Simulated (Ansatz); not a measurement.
# BBrH5NOSi: the cost of one run

Method: the settings change from run to run; program: Ansatz 0.2.0, Gaussian basis.

## Step 1: The molecule

An earlier PBE0-D4 in a triple-zeta def2 set relaxation fixed the geometry.

SMILES `NB(Br)O[SiH3]`, 10 atoms, charge 0, spin multiplicity 1.

Atoms are counted from 1 here; the program's logs count them from 0.

Bond lengths: N1–B2 1.391 Å, N1–H6 1.003 Å, N1–H7 1.006 Å, B2–Br3 1.959 Å, B2–O4 1.352 Å, O4–Si5 1.655 Å, Si5–H8 1.482 Å, Si5–H9 1.483 Å, Si5–H10 1.483 Å. Angles: B2–N1–H6 123.1°, B2–N1–H7 121.5°, H6–N1–H7 115.4°, N1–B2–Br3 118.2°, N1–B2–O4 122.0°, Br3–B2–O4 119.8°, B2–O4–Si5 133.2°, O4–Si5–H8 105.8°, O4–Si5–H9 110.5°, O4–Si5–H10 110.5°, H8–Si5–H9 110.0°, H8–Si5–H10 110.0°, H9–Si5–H10 110.1°.

## Step 2: LC-wPBE/def2-TZVPP

This run has charge +1, multiplicity 2, coordinates scaled by 1.12, high accuracy, the search for lower states set to full.

Input file in.yaml:

```yaml
crystal:
  periodic: [false, false, false]
  atoms:
    - {symbol: N, position_ang: [-0.379941, 1.422896, 1.942908]}
    - {symbol: B, position_ang: [0.254322, 0.526956, 0.837774]}
    - {symbol: Br, position_ang: [2.414211, 0.152929, 0.918752]}
    - {symbol: O, position_ang: [-0.574353, -0.082120, -0.274106]}
    - {symbol: Si, position_ang: [-0.157681, -1.167213, -1.717861]}
    - {symbol: H, position_ang: [0.216678, 1.883702, 2.775698]}
    - {symbol: H, position_ang: [-1.482759, 1.650938, 1.954458]}
    - {symbol: H, position_ang: [-1.591653, -1.435317, -2.508704]}
    - {symbol: H, position_ang: [0.913576, -0.401107, -2.729684]}
    - {symbol: H, position_ang: [0.480562, -2.608895, -1.195876]}
basis:
  gaussian: {orbitals: def2-TZVPP}
total_charge: 1
magnetization: {spin_polarized: true, initial_magnetization: 1}
hamiltonian: {xc: {name: LC-wPBE}}
accuracy: high
scf: {lower_state_search: full}
output: {forces: true}
```

On the command line:

```console
$ ansatz run in.yaml --threads 4 --pin off --events-out ev --progress --plain --max-ram 10444MiB
```

What time and memory should one allow on 4 threads of Arm Neoverse V1, shared host?

About 81 s, with a peak of 2.2 GiB.
